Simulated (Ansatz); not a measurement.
# Al₂H₄Se: taking an electron away

The task here is to estimate one member of a computed series from the others.

The runs use Ansatz 0.2.0, Gaussian basis; unrestricted cation, the program's frozen cores in correlated methods.

Plan: UKS PBE-D4/def2-TZVPP; UKS r2SCAN-D4/def2-TZVPP; UKS PBE0-D4/def2-TZVPP; UKS B3LYP-D4/def2-TZVPP; UKS wB97X-V/def2-TZVPP; UKS wB97M-V/def2-TZVPP; UKS B2PLYP/def2-TZVPP; UHF-MP2/def2-TZVPP; UHF-MP2/def2-QZVPP; then −ε(HOMO) from the neutral's earlier runs with LDA (SPW92), PBE-D4, revPBE-D4, BLYP-D4, r2SCAN-D4, B97M-V, PBE0-D4, B3LYP-D4, r2SCANh-D4, r2SCAN0-D4, HSE06-D4, BHLYP-D4, CAM-B3LYP-D4, LC-ωPBE, ωB97X-V, ωB97M-V.

1 further run of the same task is left out (it didn't finish).

## The geometry

An earlier PBE0-D4 in a triple-zeta def2 set relaxation fixed the geometry.

7 atoms, charge 0, spin multiplicity 1.

Atoms are counted from 1 here; the program's logs count them from 0.

Bond lengths: Al1–Al2 2.584 Å, Al1–H4 1.593 Å, Al1–H5 1.593 Å, Al2–Se3 2.331 Å, Al2–H6 1.591 Å, Se3–H7 1.469 Å. Angles: Al2–Al1–H4 121.5°, Al2–Al1–H5 121.4°, H4–Al1–H5 117.1°, Al1–Al2–Se3 117.0°, Al1–Al2–H6 127.9°, Se3–Al2–H6 115.1°, Al2–Se3–H7 93.6°.

Set-up of the first run:

in.yaml reads:

```yaml
crystal:
  periodic: [false, false, false]
  atoms:
    - {symbol: Al, position_ang: [-1.578054, 0.539633, -0.900264]}
    - {symbol: Al, position_ang: [0.683428, 0.231585, 0.310276]}
    - {symbol: Se, position_ang: [1.280704, -1.943041, 0.899269]}
    - {symbol: H, position_ang: [-1.688000, 0.476069, -2.487903]}
    - {symbol: H, position_ang: [-2.924342, 0.803040, -0.090881]}
    - {symbol: H, position_ang: [1.736975, 1.353112, 0.713599]}
    - {symbol: H, position_ang: [2.550590, -1.528300, 1.510404]}
basis:
  gaussian: {orbitals: def2-TZVPP}
total_charge: 1
magnetization: {spin_polarized: true, initial_magnetization: 1}
hamiltonian: {xc: pbe, dispersion: d4}
```

Among the steps run: Cation, UKS PBE-D4/def2-TZVPP; Cation, UKS r2SCAN-D4/def2-TZVPP; Cation, UKS PBE0-D4/def2-TZVPP; Cation, UKS B3LYP-D4/def2-TZVPP; Cation, UKS wB97X-V/def2-TZVPP; Cation, UKS wB97M-V/def2-TZVPP; Cation, UKS B2PLYP (frozen core)/def2-TZVPP; Cation, UHF-MP2/def2-TZVPP; Cation, UHF-MP2/def2-QZVPP.

One table of the session follows, with a row left open; its other results are not shown here.

It belongs to the step «Ionisation energies side by side». For comparison, −ε(HOMO) of the neutral from earlier runs:

| functional | −ε(HOMO) (eV) |
| --- | --- |
| LDA (SPW92) | 6.18 |
| PBE-D4 | 6.11 |
| revPBE-D4 | ? |
| BLYP-D4 | 5.96 |
| r2SCAN-D4 | 6.34 |
| B97M-V | 6.37 |
| PBE0-D4 | 7.13 |
| B3LYP-D4 | 6.94 |
| r2SCANh-D4 | 6.71 |
| r2SCAN0-D4 | 7.27 |
| HSE06-D4 | 6.74 |
| BHLYP-D4 | 8.04 |
| CAM-B3LYP-D4 | 8.35 |
| LC-ωPBE | 9.63 |
| ωB97X-V | 9.32 |
| ωB97M-V | 9.03 |

**Question.** Estimate the row for revPBE-D4.

As computed: −ε(HOMO) (eV): 6.08. In the column «−ε(HOMO) (eV)» it lies between BLYP-D4 (5.96) and PBE-D4 (6.11).

To keep in mind: The cation may have settled in a state other than its lowest; no search over hole states beyond the program's own was made.
